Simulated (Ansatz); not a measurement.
**Ta4C3: a trial structure relaxed**

Aim: relax Ta4C3 from this start, structure listed in a database for this formula (Pm-3m, No. 221), and see where it ends.

Program: Ansatz 0.2.0. Level of theory: DFT r2SCAN, scalar-relativistic, plane waves, PAW. These are calculated values, not measurements.

## 1. The starting structure

Symmetry: Pm-3m, No. 221, cubic system. Conventional cell: a = 4.445 Å, b = 4.445 Å, c = 4.445 Å, α = 90.00°, β = 90.00°, γ = 90.00°. Ta (site symmetry 4/mmm) is surrounded by 4 C at 2.22 Å. Around Ta (site symmetry m-3m) lie 6 C at 2.22 Å. Around C (site symmetry 4/mmm) lie 6 Ta at 2.22 Å.

As a file:

```xyz
7
Lattice="4.4453 0.0000 0.0000 0.0000 4.4453 0.0000 0.0000 0.0000 4.4453" Properties=species:S:1:pos:R:3 pbc="T T T"
Ta    0.0000    2.2226    2.2226
Ta    2.2226    0.0000    2.2226
Ta    2.2226    2.2226    0.0000
Ta    0.0000    0.0000    0.0000
C     2.2226    0.0000    0.0000
C     0.0000    2.2226    0.0000
C     0.0000    0.0000    2.2226
```

(A quick probe on a coarse mesh, which set the mesh and smearing, is not shown.)

## 3. Coarse relaxation

Input file input.yaml:

```yaml
crystal:
  lattice:
    - [4.445281, 0.0, 0.0]
    - [0.0, 4.445281, 0.0]
    - [0.0, 0.0, 4.445281]
  atoms:
    - { symbol: Ta, position: [0.0, 0.5, 0.5] }
    - { symbol: Ta, position: [0.5, 0.0, 0.5] }
    - { symbol: Ta, position: [0.5, 0.5, 0.0] }
    - { symbol: Ta, position: [0.0, 0.0, 0.0] }
    - { symbol: C, position: [0.5, 0.0, 0.0] }
    - { symbol: C, position: [0.0, 0.5, 0.0] }
    - { symbol: C, position: [0.0, 0.0, 0.5] }
basis:
  ecutwfc: 500
kpoints:
  mp_grid: { grid: [4, 4, 4] }
hamiltonian:
  xc: r2scan
scf:
  occupations: { method: gaussian, width: 0.1 }
  lower_state_search: "off"
output:
  forces: true
  stress: true
  eigenvalues: true
relax:
  adjacent_minimum: "off"
  f_tol: 0.04
  max_steps: 70
  cell: { stress_tol: 0.4 }
```

Launch:

```bash
$ ansatz run input.yaml --threads 1 --pin off --max-ram 3072MiB --backend cpu --events-out ev --progress --plain --runs-dir out
```

The session goes on with these runs: relaxing cell and atoms.

Before running it: what results should come out?

**Answer**, as computed:

Formation energies count from the elements, computed with the same settings in runs not shown here.

```
                          quantity                                                                      value
                              cell  a = 4.425 Å, b = 4.425 Å, c = 4.425 Å, α = 90.00°, β = 90.00°, γ = 90.00°
                       space group                                                            Pm-3m (No. 221)
                            volume                                                              12.37 Å³/atom
                   gap on the mesh                                                               none (metal)
formation energy from the elements                                                             -0.535 eV/atom
```

What this shows: The space group stayed Pm-3m, and from the first guess the volume went from 12.55 to 12.37 Å³/atom. With -0.53 eV/atom it lies under the elements, which doesn't yet make it stable against other compounds of them. The runs treat Ta without spin-orbit coupling.
